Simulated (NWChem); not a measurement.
# triplet BBrF2: levels of theory compared

Aim: a comparison of 6 runs (UHF/STO-3G, UHF/3-21G, UB3LYP/aug-cc-pVDZ, UB3LYP/6-31G*, UM06-2X/aug-cc-pVDZ, UPBE0/aug-cc-pVDZ) of triplet BBrF2. 

Program for the calculation: NWChem 7.3.0.

1 further run of the same task is left out (set aside as unsound or not needed).

## (1) The system as given

BBrF2: 4 atoms, total charge 0, spin state triplet. SMILES of the parent species: `FB(F)Br`. The shape is that of a PBE0-D4/def2-TZVP optimisation. That shape belongs to the parent species and isn't relaxed for this state.

Bond lengths: F1–B2 1.309 Å, B2–F3 1.309 Å, B2–Br4 1.903 Å. Angles: F1–B2–F3 119.2°, F1–B2–Br4 120.4°, F3–B2–Br4 120.4°.

## (2) The energy at UHF/STO-3G (run 1)

run.py reads:

```python
from ase import Atoms
from ase.calculators.nwchem import NWChem

molecule = Atoms(['F', 'B', 'F', 'Br'], positions=[
    [-0.215650, -1.366490, -0.109870],
    [-0.127940, -0.063330, -0.022770],
    [-1.212420, 0.659630, -0.144250],
    [1.556010, 0.770190, 0.276890],
])

calc = NWChem(
    label='test',
    theory='scf',
    memory='2200 mb',
    basis='STO-3G',
    basispar='spherical bse',
    scf={'nopen': '2', 'uhf': None, 'thresh': '1e-08', 'maxiter': '80'},
    task='energy',
)
molecule.calc = calc

e = molecule.get_potential_energy()
print(f"E = {e:.6f} eV")
```

Command:

```sh
export ASE_NWCHEM_COMMAND="nwchem PREFIX.nwi > PREFIX.nwo"
python run.py
```

The program printed:

```text
E = -75238.967746 eV
```

The calculator wrote test.nwi:

```
title "test"

permanent_dir test

scratch_dir test

start test

geometry units angstrom nocenter noautosym noautoz
  F  -2.1565000000000001e-01 -1.3664900000000000e+00 -1.0987000000000000e-01
  B  -1.2794000000000000e-01 -6.3329999999999997e-02 -2.2769999999999999e-02
  F  -1.2124200000000001e+00 6.5963000000000005e-01 -1.4424999999999999e-01
  Br 1.5560099999999999e+00 7.7019000000000004e-01 2.7689000000000002e-01
end

memory 2200 mb

basis spherical bse noprint
   * library STO-3G
end

scf
  nopen 2
  uhf
  thresh 1e-08
  maxiter 80
end

task scf energy
```

test.nwo (excerpt; [...] marks lines left out):

```text
[...]
      One electron energy =  -4312.878383916011
[... 1 line left out ...]
 Nuclear repulsion energy =    222.994956205773
[... 45 lines left out ...]
          Final beta eigenvalues
[... 161 lines left out ...]
                     UHF Final Beta Molecular Orbital Analysis
[...]
```

Run time: 3.6 s. Hardware: 1 thread of AMD EPYC 7R43 (Zen 3), shared host; peak memory 0.096 GiB.

## (3) The energy at UHF/3-21G (run 2)

bbrf2.nw reads:

```
start bbrf2
title "BBrF2 hf"
memory total 2200 mb

geometry units angstroms noautosym nocenter noautoz
 F     -0.215650    -1.366490    -0.109870
 B     -0.127940    -0.063330    -0.022770
 F     -1.212420     0.659630    -0.144250
 Br     1.556010     0.770190     0.276890
end

basis spherical bse
 * library 3-21G
end

scf
 nopen 2
 uhf
 thresh 1e-08
 maxiter 80
 noprint "final vectors analysis"
end

task scf energy
```

Command:

```sh
nwchem bbrf2.nw > bbrf2.out
```

The program printed:

```text
[...]
  functions       =    49
[...]
  wavefunction    = UHF
[...]
         Total SCF energy =  -2782.283245192129
      One electron energy =  -4322.077694956482
      Two electron energy =   1316.799493558580
 Nuclear repulsion energy =    222.994956205773
                       Sz =      1.0000
                 Sz(Sz+1) =      2.0000
                      S^2 =      2.0069
[...]
```

It took 3.9 s on 1 thread of AMD EPYC 7R43 (Zen 3), shared host; peak memory 0.096 GiB.

Run 3 isn't shown in full; the table further down has it.

## (4) A single-point energy at UB3LYP/6-31G(d) (Cartesian functions) (run 4)

bbrf2.nw reads:

```
start bbrf2
title "BBrF2"
memory 2200 mb

geometry units au noautosym nocenter noautoz
  F  -0.40751944 -2.58229185 -0.20762421
  B  -0.24177156 -0.11967636 -0.04302906
  F  -2.29114175  1.24652004 -0.27259299
  Br  2.94043275  1.45544816  0.52324627
end

basis
  * library 6-31G*
end

dft
  xc b3lyp
  mult 3
  grid xfine
  convergence energy 1e-08
  iterations 100
  mulliken
  print medium
end

task dft
```

Command:

```sh
nwchem bbrf2.nw > bbrf2.out
```

The program printed:

```text
[...]
          Wavefunction type:  spin polarized.
          No. of atoms     :     4
          No. of electrons :    58
[...]
          Charge           :     0
          Spin multiplicity:     3
[...]
          AO basis - number of functions:    80
[...]
              XC Information
              --------------
                         B3LYP Method XC Potential
                     Hartree-Fock (Exact) Exchange  0.200
                        Slater Exchange Functional  0.800 local
                    Becke 1988 Exchange Functional  0.720 non-local
              Lee-Yang-Parr Correlation Functional  0.810
                  VWN I RPA Correlation Functional  0.190 local
[...]
 d= 0,ls=0.0,diis     1  -2798.1736905256 -3.02D+03  1.17D-02  5.07D-01     2.6
[...]
 d= 0,ls=0.5,diis    51  -2798.2919869267 -8.45D-09  5.06D-09  2.38D-08   117.1
[...]
         Total DFT energy =    -2798.291986932787
      One electron energy =    -4335.596796916043
           Coulomb energy =     1430.701339812665
    Exchange-Corr. energy =     -116.391469960572
 Nuclear repulsion energy =      222.994940131163
[...]
      Total Density - Mulliken Population Analysis
     ---------------------------------------------
    Atom       Charge   Shell Charges
 -----------   ------   -------------------------------------------------------
    1 F    9     9.18   1.99  0.96  3.33  0.87  1.95  0.08
    2 B    5     4.88   1.99  0.45  1.57  0.12  0.61  0.15
    3 F    9     9.18   1.99  0.96  3.33  0.87  1.95  0.08
    4 Br  35    34.75   2.00  1.99  6.00  1.93  5.99  1.68  3.68  0.31  1.06  7.02  2.95  0.15
[...]
      <S2> =      2.0041 (Exact =     2.0000)
[...]
```

Run time: 2 min. Hardware: 1 thread of AMD EPYC 7R43 (Zen 3), shared host; peak memory 0.12 GiB.

Run 5 isn't shown in full; the table further down has it.

## (5) A single-point energy at UPBE0/aug-cc-pVDZ (run 6)

bbrf2.xyz reads:

```xyz
4
BBrF2 energy
F     -0.215650    -1.366490    -0.109870
B     -0.127940    -0.063330    -0.022770
F     -1.212420     0.659630    -0.144250
Br     1.556010     0.770190     0.276890
```

run.py reads:

```python
from ase.io import read
from ase.calculators.nwchem import NWChem

molecule = read('bbrf2.xyz')

calc = NWChem(
    label='bbrf2',
    theory='dft',
    memory='2200 mb',
    basis='aug-cc-pVDZ',
    basispar='spherical bse',
    dft={'xc': 'pbe0', 'mult': '3', 'grid': 'fine', 'convergence': 'energy 1e-08', 'iterations': '100', 'mulliken': None},
    task='energy',
)
molecule.calc = calc

e = molecule.get_potential_energy()
print(f"E = {e:.6f} eV")
```

Command:

```sh
export ASE_NWCHEM_COMMAND="nwchem PREFIX.nwi > PREFIX.nwo"
python run.py
```

The program printed:

```text
E = -76138.736922 eV
```

The calculator wrote bbrf2.nwi:

```
title "bbrf2"

permanent_dir bbrf2

scratch_dir bbrf2

start bbrf2

geometry units angstrom nocenter noautosym noautoz
  F  -2.1565000000000001e-01 -1.3664900000000000e+00 -1.0987000000000000e-01
  B  -1.2794000000000000e-01 -6.3329999999999997e-02 -2.2769999999999999e-02
  F  -1.2124200000000001e+00 6.5963000000000005e-01 -1.4424999999999999e-01
  Br 1.5560099999999999e+00 7.7019000000000004e-01 2.7689000000000002e-01
end

memory 2200 mb

basis spherical bse noprint
   * library aug-cc-pVDZ
end

dft
  xc pbe0
  mult 3
  grid fine
  convergence energy 1e-08
  iterations 100
  mulliken
end

task dft energy
```

bbrf2.nwo:

```text
Northwest Computational Chemistry Package (NWChem) 7.3.0
             --------------------------------------------------------

           Job information
           ---------------

    nwchem branch   = 7.3.0
    use scalapack   = T
    input           = bbrf2.nwi
    prefix          = bbrf2.
    data base       = bbrf2/bbrf2.db
    status          = startup
    nproc           =        1

           Memory information
           ------------------

    heap     =     72089598 doubles =      550.0 Mbytes
    stack    =     72089595 doubles =      550.0 Mbytes
    global   =    144179200 doubles =     1100.0 Mbytes (distinct from heap & stack)
    total    =    288358393 doubles =     2200.0 Mbytes
    verify   = yes
    hardfail = no

           Directory information
           ---------------------

  0 permanent = bbrf2
  0 scratch   = bbrf2

                                NWChem Input Module
                                -------------------

                                       bbrf2
                                       -----

[... 24 lines left out ...]
            Nuclear Dipole moment (a.u.)
[... 55 lines left out ...]
  convergence criterion.
[... 16 lines left out ...]
          Convergence on density requested:  1.00D-05
[... 22 lines left out ...]
          Spatial weights used:  Erf1
[... 3 lines left out ...]
          Convergence aids based upon iterative change in
[... 80 lines left out ...]
         Total DFT energy =    -2798.046995973078
[... 1 line left out ...]
           Coulomb energy =     1427.519846783854
[... 1 line left out ...]
 Nuclear repulsion energy =      222.994956205773
[... 743 lines left out ...]
                     DFT Final Beta Molecular Orbital Analysis
[... 820 lines left out ...]
   alpha     91     92     93     94     95     96     97     98     99    100
    beta     91     92     93     94     95     96     97     98     99    100
 overlap   1.000  1.000  1.000  1.000  1.000  1.000  1.000  1.000  1.000  1.000

   alpha    101    102    103    104    105
    beta    101    102    103    104    105
 overlap   1.000  1.000  1.000  1.000  1.000

     --------------------------
     Expectation value of S2:
     --------------------------
      <S2> =      2.0032 (Exact =     2.0000)

 center of mass
 --------------
 x =   1.40438592 y =   0.69513979 z =   0.24990907

 moments of inertia (a.u.)
 ------------------
         279.434216430575        -182.207061458773         -91.296775074928
        -182.207061458773         556.302332198134         -42.251465311169
         -91.296775074928         -42.251465311169         803.577865736338

     Multipole analysis of the density
     ---------------------------------

     L   x y z        total         alpha         beta         nuclear
     -   - - -        -----         -----         ----         -------
     0   0 0 0     -0.000000    -30.000000    -28.000000     58.000000

     1   1 0 0      0.045767    -41.216147    -36.156417     77.418332
[... 8 lines of this table left out ...]
     2   0 0 2    -28.047726    -22.877592    -15.818656     10.648522

 Task  times  cpu:      396.4s     wall:      396.4s
 Total times  cpu:      396.4s     wall:      396.4s
```

Wall time 6.6 min (1 thread of AMD EPYC 7R43 (Zen 3), shared host); peak memory 0.11 GiB.

## (6) Overview of the runs

| run | level | iteration cap | module | energy (Eh) | dipole moment (D) | HOMO energy (eV) | ⟨S²⟩ | wall time |
| --- | --- | --- | --- | --- | --- | --- | --- | --- |
| 1 | UHF/STO-3G | 80 | scf | -2764.981088 | 5.05 | -1.09 | 2.006 | 3.6 s |
| 2 | UHF/3-21G | 80 | scf | -2782.283245 | 5.90 | – | 2.007 | 3.9 s |
| 3 | UB3LYP/aug-cc-pVDZ | 100 | dft | -2798.610771 | – | – | 2.004 | 4.7 min |
| 4 | UB3LYP/6-31G* (Cartesian functions) | 100 | dft | -2798.291987 | 3.67 | -1.41 | 2.004 | 2 min |
| 5 | UM06-2X/aug-cc-pVDZ | 100 | dft | -2798.538253 | 0.10 | -3.06 | 2.005 | 2 min |
| 6 | UPBE0/aug-cc-pVDZ | 100 | dft | -2798.046996 | 0.14 | -2.59 | 2.003 | 6.6 min |

## (7) Summary of results

```
                                 quantity           value
                      run 6: total energy  -2798.04700 Eh
                     run 6: dipole moment          0.14 D
run 6: HOMO energy (highest over α and β)        -2.59 eV
                              run 6: ⟨S²⟩           2.003
```

**Reading.** Over runs 1, 2, 4, 5, 6 the dipole moment (its size) runs from 0.10 D (UM06-2X/aug-cc-pVDZ) to 5.90 D (UHF/3-21G). The two ends differ in method and basis. So wide a spread suggests that the runs ended on unlike SCF solutions, not only an effect of the method. Totals of different functionals can't be ranked against each other. In run 1 the basis is minimal, so the values are rough. All runs together took 15 min, the longest 6.6 min.
